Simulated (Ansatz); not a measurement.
## CH₆GeSe, SMILES [CH3][GeH2][SeH]: an atomisation energy, step by step

Program: Ansatz 0.2.0, Python API.

Run as a notebook:

```python
from collections import Counter

import ansatz as az
```

```python
def total_energy(molecule, charge=0, unpaired=0):
    calc = molecule.calculation().basis(gaussian="def2-TZVP").functional("R2SCAN0")
    if charge:
        calc = calc.charge(charge)
    if unpaired:
        calc = calc.spin("collinear", total=unpaired)
    return calc.run(threads=1, pin="off").report["free_energy_ev"]
```

```python
ch6gese = (
    az.Crystal.molecule()
    .atom("C", (-0.8328, 0.5009, -0.6491))
    .atom("Ge", (0.7444, -0.4086, -0.1935))
    .atom("Se", (1.2445, 0.0223, 2.0484))
    .atom("H", (-1.6363, 0.2101, -0.014))
    .atom("H", (-0.7252, 1.6276, -0.5334))
    .atom("H", (-1.1343, 0.3612, -1.7235))
    .atom("H", (1.9349, 0.0816, -1.095))
    .atom("H", (0.5698, -1.91, -0.4006))
    .atom("H", (-0.0766, -0.5313, 2.5435))
)
```

```python
# unpaired electrons of the ground-state atoms
unpaired = {"C": 2, "Ge": 2, "Se": 2, "H": 1}
counts = Counter(site.symbol for site in ch6gese.cartesian_sites)
atom_energy = {s: total_energy(az.Crystal.molecule().atom(s, (0, 0, 0)), 0, unpaired[s]) for s in counts}
whole = total_energy(ch6gese, 0, 0)
for s, e in atom_energy.items():
    print(f"{s:2s} x{counts[s]}  {e:14.5f} eV")
print(f"CH6GeSe: {whole:.5f} eV")
split = sum(counts[s] * e for s, e in atom_energy.items()) - whole
print(f"atomisation energy (no zero-point term): {96.485332 * split:.1f} kJ/mol, {split / sum(counts.values()):.3f} eV an atom")
```

    C  x1     -1029.51733 eV
    Ge x1    -56514.98414 eV
    Se x1    -65347.38688 eV
    H  x6       -13.60215 eV
    CH6GeSe: -123001.79220 eV
    atomisation energy (no zero-point term): 2729.7 kJ/mol, 3.143 eV an atom

2729.7 kJ/mol from the electronic energies, without the zero-point term.

Caveats:
- These settings explore the input space; basis and method may be short of convergence.
- The geometry is a force-field or estimated start, not a minimum of this method, and the basis set is short of its limit. All parts are taken at fixed geometry, without zero-point energy.
- The spin-orbit lowering of heavy atoms is left out.
- Finished in 16 s on 1 thread of Intel(R) Xeon(R) Platinum 8259CL CPU @ 2.50GHz (Skylake/Cascade Lake), on a shared host, peak memory 0.44 GiB.

(Lines on the test bed's own set-up are left out of the output.)
